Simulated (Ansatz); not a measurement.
# Hf in Ansatz: reference runs

How does Hf come out in PBE? The cell is run as given.

Everything below comes from runs of Ansatz 0.2.0. Logs are shortened: lines on timing, memory, paths and dates and some standing lists are left out, and cuts for length are marked.

## (1) The structure

The cell holds a sheet with vacuum, 1 atom: a = 2.779 Å, b = 2.779 Å, c = 23.800 Å, α = 90.00°, β = 90.00°, γ = 90.00°.

The cell was built by a generator and needn't be a form met in nature.

## (2) Single point, PBE

input.yaml reads:

```yaml
crystal:
  lattice:
    - [2.77876, 0.0, 0.0]
    - [0.0, 2.77876, 0.0]
    - [0.0, 0.0, 23.8]
  atoms:
    - { symbol: Hf, position: [0.0, 0.0, 0.29412] }
kpoints:
  mp_grid: { grid: [10, 10, 1] }
scf:
  occupations: { method: fermi_dirac, width: 0.05 }
hamiltonian:
  xc: pbe
  pseudopotentials: { kind: all_electron, lapw: { basis_error: 0.001 } }
output:
  forces: true
  stress: true
  eigenvalues: true
  populations: true
```

Potentials or basis: all-electron LAPW, scalar-relativistic.

On the command line:

```sh
ansatz run input.yaml --threads 2 --pin off --max-ram 8192MiB --backend cpu --events-out ev --progress --plain --runs-dir out
```

What it wrote:

```text
Warning: RAYON_NUM_THREADS=2 ignored (pool sized by the plan → 2); use --threads N
Hf: projections on atomic orbitals take those of the free atom 1s2 2s2 2p6 3s2 3p6 3d10 4s2 4p6 4d10 4f14 5s2 5p6 5d2 6s2, of charge +0.00 (hamiltonian.pseudopotentials.projection_atoms)
LAPW: plane waves up to 8.730 Å⁻¹, error target 1.0e-3 eV per atom; small_component_spin mean_spin; Hf in spheres of 1.389 Å, 42 of its electrons in bands, Dirac shells [] (how accurate: hamiltonian.pseudopotentials.lapw.basis_error, Limitations)
Engine: ansatz 0.2.0, aarch64-unknown-linux-gnu
Pseudopotentials: kind: all_electron
Pseudopotential: Hf, LAPW, valence charge 42, lapw/all_electron/scalar/gaussian/Hf, Koelling and Harmon's equation, gaussian nucleus
Functional definition: PBE
  parameter kappa = 0.804
  parameter beta = 0.06672455060314922
  exchange = pbe_x(kappa = kappa, mu = beta*pi^2/3)
  correlation = pbe_c(beta = beta)
Crystal: 1 atoms, lattice volume = 183.772 Å³
Basis set: ecut = 290.35622888748867 eV, 2039 PW (Γ), exchange–correlation at level 2
Bands: 26, of which v1, the nominal top of the filled ones, is band 21 counted from 1 (20 counted from 0)
Symmetry: 16 space group operations
Space group: P4/mmm (ITA 123), of the structure as read, at distance tolerance 5.7e-5 Å
k-points: 21 of 100
Non-local potential: Hf, projectors of the file, none
Initial density: superposition of atomic densities (neutral atoms: chi_scale 0, normalization atom)
Initial wavefunctions: plane waves of lowest kinetic energy (no species holds an atomic orbital)
Functional: x = pbe(κ = 0.804, μ = 0.2195149727645171), c = pbe(β = 0.06672455060314922)
iter 1 solved again at ethr=4.30e-3 eV; its pass at ethr=1.00e-1 eV (dr2=1.81e0 eV) is discarded
SCF iter   1: F=—  HF=-410248.290475 eV  |F-HF|=—  |Δ(HF+E_count)|=         —  Δρ=1.85e-2  dr2=1.81e0  ethr=4.30e-3  ⟨swp⟩=2.0  Hψ=3323  notcnv=0
preconditioner: auto → LDOS  [metal: Δε(μ)=0.072 eV  Ē_g=12.963 eV  σ=0.050 eV  W_gap=0.34  n_scr=16 (ndim 8)  ℏωp=11.6 eV  f_vac=0.799  D(μ)=2.11/eV (n_scr^D=10)  β→1.0]
iter 2 solved again at ethr=1.46e-4 eV; its pass at ethr=4.30e-3 eV (dr2=6.11e-2 eV) is discarded
SCF iter   2: F=—  HF=-410247.714878 eV  |F-HF|=—  |Δ(HF+E_count)|=   5.76e-1  Δρ=9.37e-3  dr2=6.11e-2  ethr=1.46e-4  ⟨swp⟩=2.2  Hψ=2947  notcnv=0  defer=1
SCF iter   3: F=—  HF=-410247.888552 eV  |F-HF|=—  |Δ(HF+E_count)|=   1.74e-1  Δρ=2.57e-3  dr2=1.97e-2  ethr=1.45e-4  ⟨swp⟩=3.0  Hψ=1815  notcnv=0
SCF iter   4: F=—  HF=-410247.788304 eV  |F-HF|=—  |Δ(HF+E_count)|=   1.00e-1  Δρ=1.49e-3  dr2=1.45e-2  ethr=4.68e-5  ⟨swp⟩=2.4  Hψ=1727  notcnv=0
SCF iter   5: F=—  HF=-410247.788983 eV  |F-HF|=—  |Δ(HF+E_count)|=         —  Δρ=6.49e-4  dr2=3.87e-3  ethr=3.44e-5  ⟨swp⟩=3.0  Hψ=1749  notcnv=0
the basis was enlarged: its passes take 204.0 KiB over the memory plan, 2 of 2 planned eigensolver slots
SCF iter   6: F=—  HF=-410247.788991 eV  |F-HF|=—  |Δ(HF+E_count)|=   7.79e-6  Δρ=1.54e-4  dr2=2.98e-4  ethr=9.21e-6  ⟨swp⟩=3.0  Hψ=1717  notcnv=0
SCF iter   7: F=—  HF=-410247.789098 eV  |F-HF|=—  |Δ(HF+E_count)|=   1.07e-4  Δρ=4.58e-5  dr2=7.14e-6  ethr=7.09e-7  ⟨swp⟩=3.0  Hψ=1695  notcnv=0
SCF iter   8: F=—  HF=-410247.789107 eV  |F-HF|=—  |Δ(HF+E_count)|=   8.77e-6  Δρ=1.24e-5  dr2=3.56e-7  ethr=1.70e-8  ⟨swp⟩=3.0  Hψ=1686  notcnv=0
SCF iter   9: F=-410247.789107 eV  HF=-410247.789107 eV  |F-HF|=5.44e-8  |Δ(HF+E_count)|=   6.00e-7  Δρ=2.56e-6  dr2=2.00e-8  ethr=8.47e-10  ⟨swp⟩=3.0  Hψ=1688  notcnv=0
SCF 1 converged in 9 iterations: F = -410247.789107 eV  dr2 = 2.00e-8
SCF converged after 9 iterations
Free energy (F): -410247.789107 eV
Harris-Foulkes:  -410247.789107 eV  (|F-HF|=5.44e-8)
Internal energy: -410247.767714 eV  (E = F + TS)
E sigma→0 (E₀):  -410247.778410 eV
Entropy (-TS):   -0.021394 eV (-21.394 meV/atom)
Fermi energy:    -1.224603 eV
--- Per-component energies (eV) ---
  E_band       = -4788.943452
  E_kinetic    = 456476.159269
  E_xc         = -8413.885063
  E_electrostatic = -858310.041920  (all electrons and nuclei)
  E_smearing   = -0.021394  (= −TS)
  E_closure    = 0.000000  (closes the sum)
  E_atoms      = -410242.921030  (free atoms, spherical and without spin; not in F)
  Σ components = -410247.789107   (vs F -410247.789107, Δ=0.00e0)
  Basis errors (estimates in eV, not in F): energy 4.9e-4 per atom: plane waves 4.5e-4 (2.7e-4 summed), levels above the bands 4.5e-42, relativity 9.0e-8, radial functions 4.1e-5, core shells 6.7e-8; eigenvalues (radial functions only) 1.1e-6; not estimated: angular momenta, meshes, grids; target (lapw.basis_error) 1.0e-3; muffin-tin radii Hf 1.389 Å
--- Forces (eV/Å), atoms counted from 1 ---
  atom   1  Hf     0.00000000     0.00000000     0.00000000
  max |Σ_I F_I| component: 3.70e-32 eV/Å
--- Stress (GPa, compression-positive) ---
       -0.084351       0.000000       0.000000
        0.000000      -0.084351       0.000000
        0.000000       0.000000       0.000514
  P = ⅓ Tr σ = -0.0561 GPa (-0.561 kbar)
--- Band table (eV; the first three rows and the last of 21) ---
  k-point 0: bands = ["-374.8490", "-374.8107", "-374.8107", "-202.7229", "-202.6878", "-202.6878", "-202.6700", "-202.6581", "-63.2971", "-32.1745", "-31.2364", "-31.2364", "-13.2710", "-13.2226", "-13.2006", "-13.2006", "-13.1434", "-13.1198", "-13.1198", "-6.4543", "-2.7956", "-1.5692", "-0.9833", "2.7202", "2.9520", "3.3026"]
  k-point 1: bands = ["-374.8490", "-374.8107", "-374.8107", "-202.7229", "-202.6878", "-202.6878", "-202.6700", "-202.6581", "-63.2874", "-32.1595", "-31.3757", "-31.2247", "-13.2679", "-13.2177", "-13.2047", "-13.1978", "-13.1454", "-13.1346", "-13.1154", "-6.1195", "-2.5245", "-1.3866", "-1.0218", "2.7984", "2.9054", "3.4837"]
  k-point 2: bands = ["-374.8490", "-374.8107", "-374.8107", "-202.7229", "-202.6878", "-202.6878", "-202.6700", "-202.6581", "-63.2619", "-32.1199", "-31.7282", "-31.1938", "-13.2615", "-13.2158", "-13.2025", "-13.1916", "-13.1680", "-13.1508", "-13.1026", "-5.2771", "-1.8322", "-1.2686", "-0.7572", "2.4371", "3.4552", "3.8742"]
  k-point 20: bands = ["-374.8490", "-374.8107", "-374.8107", "-202.7229", "-202.6878", "-202.6878", "-202.6700", "-202.6580", "-63.0948", "-32.3913", "-32.3913", "-31.8672", "-13.2519", "-13.2519", "-13.1998", "-13.1971", "-13.1311", "-13.1311", "-13.1149", "-4.1265", "-0.8150", "-0.8150", "2.0693", "5.8926", "5.8926", "7.4239"]
--- Löwdin populations: 1 site ---
  site symbol       q [e]
     0     Hf     71.9443
  spilling = 0.000774 (of n_electrons = 72.000000)
```

Run time: 9.4 s. Hardware: 2 threads of Arm Neoverse V2, shared host; peak memory 0.53 GiB.

What came out:

```yaml
Free_energy: -410247.7891 eV
Band_gap_on_the_k_mesh: none (metal or under the smearing width)
```

Levels at points of the mesh, in eV from the Fermi level:
```
             k point  band 19  band 20  band 21  band 22  band 23  band 24
  (0.00, 0.00, 0.00)   -11.90    -5.23    -1.57    -0.34     0.24     3.94
 (0.00, -0.50, 0.00)   -11.84    -1.78    -1.29     1.62     1.72     3.47
(-0.50, -0.50, 0.00)   -11.89    -2.90     0.41     0.41     3.29     7.12
```

The run has no spin-orbit coupling, so splittings on Hf are missing.
